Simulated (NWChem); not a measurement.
# CH4NOSi (SMILES NC(=O)[SiH2]) at 4 levels

Aim: a comparison of 4 runs (UHF/STO-3G, UHF/3-21G, UB3LYP/6-31G*) of CH4NOSi. 

Program for the calculation: NWChem 7.3.0.

## 1. The molecule

The species is CH4NOSi (8 atoms), meant as a doublet with charge 0. As SMILES, `NC(=O)[SiH2]`. The coordinates come from a GFN2-xTB relaxation.

Bond lengths: N1–C2 1.362 Å, C2–O3 1.223 Å, C2–Si4 1.871 Å, N1–H5 1.007 Å, N1–H6 1.003 Å, Si4–H7 1.456 Å, Si4–H8 1.445 Å. Angles: N1–C2–O3 121.4°, N1–C2–Si4 118.0°, O3–C2–Si4 120.5°, C2–N1–H5 119.0°, C2–N1–H6 122.2°, C2–Si4–H7 117.2°, C2–Si4–H8 116.2°, H5–N1–H6 118.8°, H7–Si4–H8 119.4°.

## 2. Energy and forces at UHF/STO-3G (run 1)

mol.xyz reads:

```xyz
8
CH4NOSi
N      0.095860     1.353970    -0.170390
C      0.637640     0.115570    -0.001580
O      1.846940    -0.062770    -0.045320
Si    -0.521540    -1.310360     0.349820
H      0.709190     2.139400    -0.316880
H     -0.892290     1.517610    -0.111050
H     -1.928160    -1.119270     0.024240
H      0.052360    -2.634160     0.271160
```

run.py reads:

```python
from ase.io import read
from ase.calculators.nwchem import NWChem

atoms = read('mol.xyz')

calc = NWChem(
    label='mol',
    theory='scf',
    memory='2200 mb',
    basis='STO-3G',
    basispar='spherical bse',
    scf={'nopen': '1', 'uhf': None, 'thresh': '1e-08', 'maxiter': '80'},
)
atoms.calc = calc

forces = atoms.get_forces()
e = atoms.get_potential_energy()
print(f"E = {e:.6f} eV")
print("forces (eV/A):")
for s, f in zip(atoms.symbols, forces):
    print(f"{s:2s} {f[0]:10.5f} {f[1]:10.5f} {f[2]:10.5f}")
```

On the command line:

```sh
$ export ASE_NWCHEM_COMMAND="nwchem PREFIX.nwi > PREFIX.nwo"
$ python run.py
```

What it wrote:

```text
E = -12322.102831 eV
forces (eV/A):
N    -0.72371    2.42208   -0.37955
C    -2.82513   -3.47629    0.20965
O     3.92957   -0.13920   -0.16501
Si   -0.60801    0.06027    1.18631
H     0.07806    0.52183   -0.03147
H    -0.50712    0.24024   -0.00365
H     1.04438   -0.29902   -0.29115
H    -0.38803    0.67008   -0.52512
```

The calculator wrote mol.nwi:

```
title "mol"

permanent_dir mol

scratch_dir mol

start mol

geometry units angstrom nocenter noautosym noautoz
  N  9.5860000000000001e-02 1.3539699999999999e+00 -1.7039000000000001e-01
  C  6.3763999999999998e-01 1.1557000000000001e-01 -1.5800000000000000e-03
  O  1.8469400000000000e+00 -6.2770000000000006e-02 -4.5319999999999999e-02
  Si -5.2154000000000000e-01 -1.3103600000000000e+00 3.4982000000000002e-01
  H  7.0918999999999999e-01 2.1394000000000002e+00 -3.1688000000000000e-01
  H  -8.9229000000000003e-01 1.5176099999999999e+00 -1.1105000000000000e-01
  H  -1.9281600000000001e+00 -1.1192700000000000e+00 2.4240000000000001e-02
  H  5.2359999999999997e-02 -2.6341600000000001e+00 2.7116000000000001e-01
end

memory 2200 mb

basis spherical bse noprint
   * library STO-3G
end

scf
  nopen 1
  uhf
  thresh 1e-08
  maxiter 80
end

task scf gradient
```

mol.nwo:

```text
Northwest Computational Chemistry Package (NWChem) 7.3.0
             --------------------------------------------------------

           Job information
           ---------------

    nwchem branch   = 7.3.0
    use scalapack   = T
    input           = mol.nwi
    prefix          = mol.
    data base       = mol/mol.db
    status          = startup
    nproc           =        1

           Memory information
           ------------------

[... 5 lines left out ...]
    hardfail = no
[... 40 lines left out ...]
            Nuclear Dipole moment (a.u.)
[... 88 lines left out ...]
 2-e energy   =     326.681329
[... 18 lines left out ...]
  ga_iter_lsolve: convergence stagnant ... aborting solve
[... 13 lines left out ...]
      One electron energy =   -928.152753180525
[... 9 lines left out ...]
          Final alpha eigenvalues
[... 217 lines left out ...]
                     UHF Final Beta Molecular Orbital Analysis
[... 238 lines left out ...]
                 ----------------------------------------
                 |  Time  |  1-e(secs)   |  2-e(secs)   |
                 ----------------------------------------
                 |  CPU   |       0.00   |       0.57   |
                 ----------------------------------------
                 |  WALL  |       0.00   |       0.57   |
                 ----------------------------------------

 Task  times  cpu:        5.5s     wall:        5.5s
 Total times  cpu:        5.6s     wall:        5.6s
```

Run time: 6.9 s. Hardware: 1 thread of Intel Xeon Platinum 8375C at 2.90GHz (Ice Lake), shared host; peak memory 0.096 GiB.

## 3. Energy and gradient at UHF/3-21G (run 2)

ch4nosi.xyz reads:

```xyz
8

N      0.095860     1.353970    -0.170390
C      0.637640     0.115570    -0.001580
O      1.846940    -0.062770    -0.045320
Si    -0.521540    -1.310360     0.349820
H      0.709190     2.139400    -0.316880
H     -0.892290     1.517610    -0.111050
H     -1.928160    -1.119270     0.024240
H      0.052360    -2.634160     0.271160
```

run.py reads:

```python
from ase.io import read
from ase.calculators.nwchem import NWChem

mol = read('ch4nosi.xyz')

calc = NWChem(
    label='ch4nosi',
    theory='scf',
    memory='2200 mb',
    basis='3-21G',
    basispar='spherical bse',
    scf={'nopen': '1', 'uhf': None, 'thresh': '1e-08', 'maxiter': '80', 'print': 'low'},
)
mol.calc = calc

forces = mol.get_forces()
print(f"energy = {mol.get_potential_energy():.6f} eV")
print("forces (eV/A):")
for s, f in zip(mol.symbols, forces):
    print(f"{s:2s} {f[0]:10.5f} {f[1]:10.5f} {f[2]:10.5f}")
```

On the command line:

```sh
$ export ASE_NWCHEM_COMMAND="nwchem PREFIX.nwi > PREFIX.nwo"
$ python run.py
```

What it wrote:

```text
energy = -12406.147381 eV
forces (eV/A):
N    -0.38957    0.26035    0.04145
C     0.56755    1.13489   -0.45796
O     0.27069   -0.25603    0.05142
Si   -0.39790   -0.33239    0.94678
H    -0.23022   -0.32519    0.05543
H     0.41816    0.03126   -0.06993
H    -0.43488    0.00447   -0.30195
H     0.19612   -0.51736   -0.26524
```

The calculator wrote ch4nosi.nwi:

```
title "ch4nosi"

permanent_dir ch4nosi

scratch_dir ch4nosi

start ch4nosi

geometry units angstrom nocenter noautosym noautoz
  N  9.5860000000000001e-02 1.3539699999999999e+00 -1.7039000000000001e-01
  C  6.3763999999999998e-01 1.1557000000000001e-01 -1.5800000000000000e-03
  O  1.8469400000000000e+00 -6.2770000000000006e-02 -4.5319999999999999e-02
  Si -5.2154000000000000e-01 -1.3103600000000000e+00 3.4982000000000002e-01
  H  7.0918999999999999e-01 2.1394000000000002e+00 -3.1688000000000000e-01
  H  -8.9229000000000003e-01 1.5176099999999999e+00 -1.1105000000000000e-01
  H  -1.9281600000000001e+00 -1.1192700000000000e+00 2.4240000000000001e-02
  H  5.2359999999999997e-02 -2.6341600000000001e+00 2.7116000000000001e-01
end

memory 2200 mb

basis spherical bse noprint
   * library 3-21G
end

scf
  nopen 1
  uhf
  thresh 1e-08
  maxiter 80
  print low
end

task scf gradient
```

ch4nosi.nwo:

```text
Northwest Computational Chemistry Package (NWChem) 7.3.0
             --------------------------------------------------------

           Job information
           ---------------

    nwchem branch   = 7.3.0
    use scalapack   = T
    input           = ch4nosi.nwi
    prefix          = ch4nosi.
    data base       = ch4nosi/ch4nosi.db
    status          = startup
    nproc           =        1

           Memory information
           ------------------

[... 5 lines left out ...]
    hardfail = no
[... 40 lines left out ...]
            Nuclear Dipole moment (a.u.)
[... 72 lines left out ...]
       Final UHF  results
[... 3 lines left out ...]
      One electron energy =   -928.223915686320
[... 1 line left out ...]
 Nuclear repulsion energy =    150.561982748244
[... 7 lines left out ...]
                              NWChem Gradients Module
                              -----------------------

                         UHF ENERGY GRADIENTS

    atom               coordinates                        gradient
                 x          y          z           x          y          z
   1 N       0.181149   2.558632  -0.321990    0.007576  -0.005063  -0.000806
   2 C       1.204965   0.218396  -0.002986   -0.011037  -0.022070   0.008906
   3 O       3.490211  -0.118618  -0.085642   -0.005264   0.004979  -0.001000
[... 4 lines of this table left out ...]
   8 H       0.098946  -4.977841   0.512418   -0.003814   0.010061   0.005158

 Task  times  cpu:        5.4s     wall:        5.4s
 Total times  cpu:        5.4s     wall:        5.4s
```

Wall time 6.9 s (1 thread of Intel Xeon Platinum 8375C at 2.90GHz (Ice Lake), shared host); peak memory 0.098 GiB.

Run 3 isn't shown in full; the table further down has it.

## 4. Energy and forces at UB3LYP/6-31G(d) (spherical functions) (run 4)

run.py reads:

```python
from ase import Atoms
from ase.calculators.nwchem import NWChem

atoms = Atoms(['N', 'C', 'O', 'Si', 'H', 'H', 'H', 'H'], positions=[
    [0.095860, 1.353970, -0.170390],
    [0.637640, 0.115570, -0.001580],
    [1.846940, -0.062770, -0.045320],
    [-0.521540, -1.310360, 0.349820],
    [0.709190, 2.139400, -0.316880],
    [-0.892290, 1.517610, -0.111050],
    [-1.928160, -1.119270, 0.024240],
    [0.052360, -2.634160, 0.271160],
])

calc = NWChem(
    label='work',
    theory='dft',
    memory='2200 mb',
    basis='6-31G*',
    basispar='spherical bse',
    dft={'xc': 'b3lyp', 'mult': '2', 'grid': 'xfine', 'convergence': 'energy 1e-08', 'iterations': '100', 'mulliken': None, 'print': 'low'},
)
atoms.calc = calc

forces = atoms.get_forces()
e = atoms.get_potential_energy()
print(f"E = {e:.6f} eV")
print("forces (eV/A):")
for s, f in zip(atoms.symbols, forces):
    print(f"{s:2s} {f[0]:10.5f} {f[1]:10.5f} {f[2]:10.5f}")
```

On the command line:

```sh
$ export ASE_NWCHEM_COMMAND="nwchem PREFIX.nwi > PREFIX.nwo"
$ python run.py
```

What it wrote:

```text
E = -12515.073928 eV
forces (eV/A):
N    -0.27130    0.07713   -0.01574
C     0.30930    0.38027   -0.24539
O     0.50635   -0.25721    0.01856
Si   -0.11112    0.17874    0.81494
H     0.18147    0.16121   -0.01702
H    -0.27058    0.11174   -0.00458
H    -0.56292   -0.07641   -0.29676
H     0.21885   -0.57546   -0.25397
```

The calculator wrote work.nwi:

```
title "work"

permanent_dir work

scratch_dir work

start work

geometry units angstrom nocenter noautosym noautoz
  N  9.5860000000000001e-02 1.3539699999999999e+00 -1.7039000000000001e-01
  C  6.3763999999999998e-01 1.1557000000000001e-01 -1.5800000000000000e-03
  O  1.8469400000000000e+00 -6.2770000000000006e-02 -4.5319999999999999e-02
  Si -5.2154000000000000e-01 -1.3103600000000000e+00 3.4982000000000002e-01
  H  7.0918999999999999e-01 2.1394000000000002e+00 -3.1688000000000000e-01
  H  -8.9229000000000003e-01 1.5176099999999999e+00 -1.1105000000000000e-01
  H  -1.9281600000000001e+00 -1.1192700000000000e+00 2.4240000000000001e-02
  H  5.2359999999999997e-02 -2.6341600000000001e+00 2.7116000000000001e-01
end

memory 2200 mb

basis spherical bse noprint
   * library 6-31G*
end

dft
  xc b3lyp
  mult 2
  grid xfine
  convergence energy 1e-08
  iterations 100
  mulliken
  print low
end

task dft gradient
```

work.nwo:

```text
Northwest Computational Chemistry Package (NWChem) 7.3.0
             --------------------------------------------------------

           Job information
           ---------------

    nwchem branch   = 7.3.0
    use scalapack   = T
    input           = work.nwi
    prefix          = work.
    data base       = work/work.db
    status          = startup
    nproc           =        1

           Memory information
           ------------------

[... 5 lines left out ...]
    hardfail = no
[... 40 lines left out ...]
            Nuclear Dipole moment (a.u.)
[... 100 lines left out ...]
         Total DFT energy =     -459.920487573807
[... 1 line left out ...]
           Coulomb energy =      364.855790137297
[... 1 line left out ...]
 Nuclear repulsion energy =      150.561982748244
[... 58 lines left out ...]
                         DFT ENERGY GRADIENTS

    atom               coordinates                        gradient
                 x          y          z           x          y          z
   1 N       0.181149   2.558632  -0.321990    0.005276  -0.001500   0.000306
   2 C       1.204965   0.218396  -0.002986   -0.006015  -0.007395   0.004772
   3 O       3.490211  -0.118618  -0.085642   -0.009847   0.005002  -0.000361
[... 4 lines of this table left out ...]
   8 H       0.098946  -4.977841   0.512418   -0.004256   0.011191   0.004939

 Task  times  cpu:       69.8s     wall:       69.8s
 Total times  cpu:       69.9s     wall:       69.9s
```

Run time: 71 s. Hardware: 1 thread of Intel Xeon Platinum 8375C at 2.90GHz (Ice Lake), shared host; peak memory 0.14 GiB.

## 5. All runs side by side

| run | level | Cartesian functions | iteration cap | energy (Eh) | ⟨S²⟩ | largest force (eV/Å) | wall time |
| --- | --- | --- | --- | --- | --- | --- | --- |
| 1 | UHF/STO-3G | no | 80 | -452.828930 | 0.988 | 4.484 | 6.9 s |
| 2 | UHF/3-21G | no | 80 | -455.917511 | 0.794 | 1.349 | 6.9 s |
| 3 | UB3LYP/6-31G* (Cartesian functions) | yes | 100 | -459.925557 | 0.754 | 0.840 | 75 s |
| 4 | UB3LYP/6-31G* (spherical functions) | no | 100 | -459.920488 | 0.754 | 0.842 | 71 s |

## 6. What came out

| quantity | value |
| --- | --- |
| run 4: total energy | -459.92049 Eh |
| run 4: ⟨S²⟩ | 0.754 |
| run 4: largest force on an atom | 0.842 eV/Å |

What this shows: In run 1 the basis is minimal, so the values are rough. Spin contamination of the reference: run 1 ⟨S²⟩ = 0.99. All runs together took 2.7 min, the longest 75 s.
